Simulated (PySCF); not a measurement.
# C3H7FOSi: the cost of one run

The runs use PySCF 2.14.0, with density-fitted response routines of our own; the level of theory stands in each step. All values are computed, except where a source is named. Atoms count from 0, in the outputs and in this text.

## Step 1: The starting structure

13 atoms, charge 0, multiplicity 1; geometry from: GFN2-xTB. The atoms were then displaced at random by about 0.01 Å, so the start is not that level's minimum.

Bonds of the start (Å): O0–C1 1.20, C1–C2 1.50, C2–F3 1.34, C2–C4 1.53, C4–Si5 1.93, C1–H6 1.09, C2–H7 1.11, C4–H8 1.07, C4–H9 1.08, Si5–H10 1.44, Si5–H11 1.48, Si5–H12 1.45.

## Step 2: Geometry optimisation at PBE0-D3(BJ)/def2-SVP

The job: settings as JSON, then the geometry in Å.

```
{"job": {"xc": "PBE0", "basis": "def2-SVP", "d3": "d3bj", "grid": 1, "shake": 0.01, "kind": "geom"}, "charge": 0, "multiplicity": 1}
O     -0.534680     1.663310     0.733930
C     -1.390700     0.863150     0.456230
C     -1.063020    -0.567100     0.160670
F     -2.103890    -1.179010    -0.417530
C      0.195210    -0.675380    -0.700580
Si     1.653690     0.331410     0.051750
H     -2.450600     1.106520     0.403730
H     -0.877280    -1.070130     1.127720
H     -0.041380    -0.293410    -1.668200
H      0.458140    -1.722800    -0.785230
H      1.715310     1.681110    -0.458880
H      2.853560    -0.393960    -0.415420
H      1.591480     0.239390     1.501490
```

The run is started by

```bash
$ OMP_NUM_THREADS=1 python probes_run.py task.json out
```

This one command runs all jobs of the session in turn.

Q: Estimate the wall time and peak memory of this first job on 1 thread of Arm Neoverse V1, shared host.

About 43 s, with a peak of 0.49 GiB.
